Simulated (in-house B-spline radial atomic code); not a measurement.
# N⁵⁺: excited configurations

How much energy does it take to promote electrons of N⁵⁺ to other shells? Each configuration is solved by itself and compared with the reference.

The numbers are computed with in-house B-spline radial atomic code version 1 (Dirac-Hartree-Fock, average of configuration, Fermi nucleus, basis-set limit), except any that are marked as measured or tabulated.

## Step 1: The atom as given

```
element       : nitrogen (Z = 7)
charge        : +5
electrons     : 2
configuration : 1s2
Hamiltonian   : Dirac-Coulomb
nucleus       : Fermi, rms radius 2.558 fm
```

Input settings:

```ini
Z = 7
electrons = 2.0
configuration = 1s2
hamiltonian = dirac
method = hf
spin_polarised = False
nucleus = fermi
rms_radius = 2.5582
mass_number = 14
atomic_mass = 14.00307400425
speed_of_light = 137.035999084
```

This reference run was done before. Its total energy is -44.764194 hartree, and its levels are (the highest eight at most):

| orbital | occupation | energy (eV) | <r> (bohr) |
| --- | --- | --- | --- |
| 1s1/2 | 2 | -552.50 | 0.2263 |

## Step 2: Configuration 1s1 5g1

Input settings:

```ini
Z = 7
electrons = 2.0
configuration = 1s1 5g1
hamiltonian = dirac
method = hf
spin_polarised = False
nucleus = fermi
rms_radius = 2.5582
mass_number = 14
atomic_mass = 14.00307400425
speed_of_light = 137.035999084
```

## Step 3: Configuration 1s1 2p1

Settings: those of step 2 with these lines changed.

```diff
@@ -2,3 +2,3 @@
 electrons = 2.0
-configuration = 1s1 5g1
+configuration = 1s1 2p1
 hamiltonian = dirac
```

## Step 4: 1s1 3s1

Settings: those of step 3 with these lines changed.

```diff
@@ -2,3 +2,3 @@
 electrons = 2.0
-configuration = 1s1 2p1
+configuration = 1s1 3s1
 hamiltonian = dirac
```

## Step 5: Run with 1s1 2s1

Settings: those of step 4 with these lines changed.

```diff
@@ -2,3 +2,3 @@
 electrons = 2.0
-configuration = 1s1 3s1
+configuration = 1s1 2s1
 hamiltonian = dirac
```

## Step 6: Configuration 1s1 5d1

Settings: those of step 5 with these lines changed.

```diff
@@ -2,3 +2,3 @@
 electrons = 2.0
-configuration = 1s1 2s1
+configuration = 1s1 5d1
 hamiltonian = dirac
```

## Step 7: Run with 1s1 5p1

Settings: those of step 6 with these lines changed.

```diff
@@ -2,3 +2,3 @@
 electrons = 2.0
-configuration = 1s1 5d1
+configuration = 1s1 5p1
 hamiltonian = dirac
```

## Step 8: Run with 1s1 4f1

Settings: those of step 7 with these lines changed.

```diff
@@ -2,3 +2,3 @@
 electrons = 2.0
-configuration = 1s1 5p1
+configuration = 1s1 4f1
 hamiltonian = dirac
```

Q: How far above the reference does each configuration lie (order and size, in eV)?

The runs gave:

| net move | configuration | energy above the reference (eV) | with Breit, QED, recoil (eV) | largest <r> (bohr) |
| --- | --- | --- | --- | --- |
| 1s → 2s | 1s1 2s1 | 418.98 | 418.83 | 0.934 |
| 1s → 2p | 1s1 2p1 | 426.53 | 426.37 | 0.816 |
| 1s → 3s | 1s1 3s1 | 493.99 | 493.83 | 2.15 |
| 1s → 4f | 1s1 4f1 | 520.37 | 520.20 | 3.00 |
| 1s → 5p | 1s1 5p1 | 531.26 | 531.10 | 6.04 |
| 1s → 5d | 1s1 5d1 | 531.38 | 531.22 | 5.75 |
| 1s → 5g | 1s1 5g1 | 531.39 | 531.23 | 4.58 |

Quantum defects of the promoted electron, δ = n − ζ/√(−2ε) with ζ = 6 and ε its orbital energy in hartree:

| promotion | δ |
| --- | --- |
| 1s → 2s | 0.192 |
| 1s → 2p | 0.016 |
| 1s → 3s | 0.153 |
| 1s → 4f | 0.000 |
| 1s → 5p | 0.016 |
| 1s → 5d | 0.001 |
| 1s → 5g | 0.000 |

What this shows: At the bottom stands 1s → 2s (418.98 eV), at the top 1s → 5g (531.39 eV). Of those tabulated, the defect is largest for 2s (0.19) and least for 5g (0.00): low angular momentum penetrates the core, high angular momentum stays outside it. Two partly filled shells share a symmetry and can mix in the average, which may lower the energy, for: 1s → 2s; 1s → 3s. These are averages over configurations, without correlation, not spectroscopic levels.
